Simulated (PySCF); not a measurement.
Molecule: MgOSiH4, in a box.

```
Mg O Si H
1.0
    15.00000    0.00000    0.00000
     0.00000   12.00000    0.00000
     0.00000    0.00000   12.00000
Mg O Si H
1 1 1 4
Cartesian
  6.2642 5.1593 5.3318
  7.9569 5.7489 5.7179
  9.4220 6.3570 6.1339
  4.7306 4.5689 4.9172
  10.1367 6.8232 4.9417
  9.3322 7.4817 7.1685
  10.2490 5.2253 6.7684
```

The cell isn't the ideal one: atoms moved at random, drawn with an rms of 0.05 Å.

Base run:

- Program: PySCF 2.14.0
- Functional: BHandHLYP
- Dispersion: D4
- Potentials or basis: pob-tzvp-rev2 (all-electron)
- k mesh: 1 × 1 × 1
- Occupations: fixed
- Spin: no spin polarisation

Its results: gap between the frontier levels 10.80 eV.

Problem. The run is repeated on the same cell with these changes: functional from BHandHLYP to BP86. What comes out?

Solution. Gap between the frontier levels 6.22 eV.

Caveats: this is a molecule in a periodic box at the Γ point, so its band gap is the HOMO-LUMO gap; the basis of atomic orbitals isn't converged, which shifts pressures, moduli and gaps.

